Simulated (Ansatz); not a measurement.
# ClF2HOSi + SiH4O + HF: a complex and its separated parts

The complex below is one end of an elementary step. How strongly is it bound against its free parts?

The runs use Ansatz 0.2.0, Gaussian basis; PBE0-D4/def2-TZVP structures, single points in def2-TZVPP, no counterpoise correction.

Levels: SPW92, PBE-D4, BLYP-D4, r2SCAN-D4, B97M-V, PBE0-D4, B3LYP-D4, r2SCAN0-D4, BHLYP-D4, CAM-B3LYP-D4, wB97X-V, wB97M-V, B2PLYP, PBE-QIDH, RPA on PBE, Hartree-Fock, MP2, CCSD, CCSD(T).

Cores are frozen in the correlated methods. B3LYP uses VWN-RPA correlation. B2PLYP carries no dispersion term here.

114 further runs of the same task are left out: 1 that didn't finish, 113 set aside as unsound or not needed.

### 1 The system as given

The complex: 14 atoms, charge 0, spin multiplicity 1.

Atoms are counted from 1 here; the program's logs count them from 0.

Bond lengths: Si1–F4 1.586 Å, Si1–F5 1.617 Å, Si1–Cl6 2.054 Å, Si1–O8 1.672 Å, O2–Si3 1.692 Å, O2–H9 0.983 Å, Si3–H11 1.478 Å, Si3–H12 1.482 Å, Si3–H13 1.475 Å, H7–F10 0.964 Å, O8–H14 0.962 Å. Angles: F4–Si1–F5 97.8°, F4–Si1–Cl6 115.7°, F4–Si1–O8 118.9°, F5–Si1–Cl6 96.6°, F5–Si1–O8 94.0°, Cl6–Si1–O8 122.1°, Si3–O2–H9 116.7°, O2–Si3–H11 110.1°, O2–Si3–H12 104.9°, O2–Si3–H13 107.6°, H11–Si3–H12 110.3°, H11–Si3–H13 111.9°, H12–Si3–H13 111.7°, Si1–O8–H14 110.6°.

Geometry (Å):

```
Si   -0.2218    0.6415    1.2662
O    -0.0036   -0.1362   -0.5898
Si   -1.1290   -0.1779   -1.8525
F    -0.1117    2.0405    0.5265
F    -0.2956    1.1999    2.7820
Cl   -2.0813   -0.2315    1.2461
H     2.1139   -0.8316    0.4605
O     1.1725   -0.2421    1.5342
H     0.8937   -0.4862   -0.7853
F     2.4082   -1.0817   -0.4230
H    -1.9373   -1.4124   -1.7708
H    -0.3140   -0.1776   -3.0901
H    -1.9620    1.0343   -1.7470
H     1.4681   -0.1391    2.4435
```

Its parts: ClF2HOSi holds atoms 1, 4, 5, 6, 8, 14; SiH4O holds atoms 2, 3, 9, 11, 12, 13; HF holds atoms 7, 10. Each part counts its atoms afresh in its own runs.

### 2 Relaxing ClF2HOSi alone

relax-a/in.yaml

```yaml
crystal:
  periodic: [false, false, false]
  atoms:
    - {symbol: Si, position_ang: [-0.221804, 0.641503, 1.266172]}
    - {symbol: F, position_ang: [-0.111694, 2.040519, 0.526485]}
    - {symbol: F, position_ang: [-0.295643, 1.199936, 2.781972]}
    - {symbol: Cl, position_ang: [-2.081282, -0.231488, 1.246123]}
    - {symbol: O, position_ang: [1.172464, -0.242101, 1.534216]}
    - {symbol: H, position_ang: [1.468077, -0.139112, 2.443476]}
basis:
  gaussian: {orbitals: def2-TZVP}
hamiltonian: {xc: pbe0, dispersion: d4}
relax: {f_tol: 0.005, max_steps: 200}
```

Started as:

```bash
ansatz run in.yaml --threads 4 --pin off --events-out ev --progress --plain --max-ram 66560MiB --backend cuda --devices 0, --max-vram 37GiB
```

Further steps of the session: Relaxing SiH4O alone; Relaxing HF alone; SPW92/def2-TZVPP; PBE-D4/def2-TZVPP; BLYP-D4/def2-TZVPP; r2SCAN-D4/def2-TZVPP; B97M-V/def2-TZVPP; PBE0-D4/def2-TZVPP; B3LYP-D4/def2-TZVPP; r2SCAN0-D4/def2-TZVPP; BHLYP-D4/def2-TZVPP; CAM-B3LYP-D4/def2-TZVPP; wB97X-V/def2-TZVPP; wB97M-V/def2-TZVPP; B2PLYP/def2-TZVPP; PBE-QIDH/def2-TZVPP; RPA on PBE/def2-TZVPP; CCSD(T)/def2-TZVPP; CCSD(T)/def2-QZVPP; Vibrations of ClF2HOSi; Vibrations of SiH4O; Vibrations of HF.

What does the calculation give? Wanted: complex less parts, CCSD(T)/def2-TZVPP; with zero-point energy; largest T1 diagnostic.

The runs gave:

| quantity | value |
| --- | --- |
| complex less parts, CCSD(T)/def2-TZVPP | -11.0 kcal/mol |
| with zero-point energy | -6.4 kcal/mol |
| largest T1 diagnostic | 0.011 |

In words: At CCSD(T) the complex lies 11.0 kcal/mol below its parts. The functionals run from B97M-V, off by -0.5 kcal/mol, to SPW92, off by -19.9 kcal/mol, against CCSD(T). By rung, the mean size of the error is: LDA 19.9, GGA 2.5, meta-GGA 2.2, hybrid 2.2, range-separated hybrid 3.0, double hybrid 1.7 kcal/mol. PBE-D4 gives a relative energy 3.9 kcal/mol too low, outside chemical accuracy (1 kcal/mol). No counterpoise was applied, and triple zeta lacks some correlation, so the CCSD(T) reference has a basis error of its own, and close matches with it are partly luck.
